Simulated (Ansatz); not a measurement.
# TaAl3N4: the cost of one run

Method: DFT PBE, scalar-relativistic, plane waves, PAW, in Ansatz 0.2.0.

### Step 1. Starting point

It takes space group P-43m (No. 215, cubic). Conventional cell: a = 4.714 Å, b = 4.714 Å, c = 4.714 Å, α = 90.00°, β = 90.00°, γ = 90.00°. Around Ta (site symmetry -43m) lie 4 N at 2.04 Å. Al (site symmetry -42m) has 4 N at 2.04 Å as nearest neighbours. Around N (site symmetry 3m) lie 1 Ta at 2.04 Å and 3 Al at 2.04 Å.

Coordinates:

```
CELL_PARAMETERS angstrom
4.71405 0.00000 0.00000
0.00000 4.71405 0.00000
0.00000 0.00000 4.71405
ATOMIC_POSITIONS crystal
Ta 0.00000 0.00000 0.00000
Al 0.00000 0.50000 0.50000
Al 0.50000 0.00000 0.50000
Al 0.50000 0.50000 0.00000
N 0.25000 0.25000 0.75000
N 0.25000 0.75000 0.25000
N 0.75000 0.25000 0.25000
N 0.75000 0.75000 0.75000
```

The start is an ordering of an alloy on its end members' structure types: elements ordered on the sites of the AlN type, Ta/Al on Al (P-43m, No. 215).

### Step 2. Probe: one point on a coarse mesh

The input, input.yaml:

```yaml
crystal:
  lattice:
    - [4.71404674, 0.0, 0.0]
    - [0.0, 4.71404674, 0.0]
    - [0.0, 0.0, 4.71404674]
  atoms:
    - { symbol: Ta, position: [0.0, 0.0, 0.0] }
    - { symbol: Al, position: [0.0, 0.5, 0.5] }
    - { symbol: Al, position: [0.5, 0.0, 0.5] }
    - { symbol: Al, position: [0.5, 0.5, 0.0] }
    - { symbol: "N", position: [0.25, 0.25, 0.75] }
    - { symbol: "N", position: [0.25, 0.75, 0.25] }
    - { symbol: "N", position: [0.75, 0.25, 0.25] }
    - { symbol: "N", position: [0.75, 0.75, 0.75] }
basis:
  ecutwfc: 420
kpoints:
  mp_grid: { grid: [4, 4, 4] }
hamiltonian:
  xc: pbe
scf:
  occupations: { method: gaussian, width: 0.1 }
  lower_state_search: "off"
output:
  forces: true
  stress: true
  eigenvalues: true
```

Run with:

```console
> ansatz run input.yaml --threads 1 --pin off --max-ram 2560MiB --backend cpu --events-out ev --progress --plain --runs-dir out
```

What time and memory should one allow on 1 thread of Intel Xeon at 2.50GHz (Skylake/Cascade Lake), shared host?

About 5 s, with a peak of 0.34 GiB.
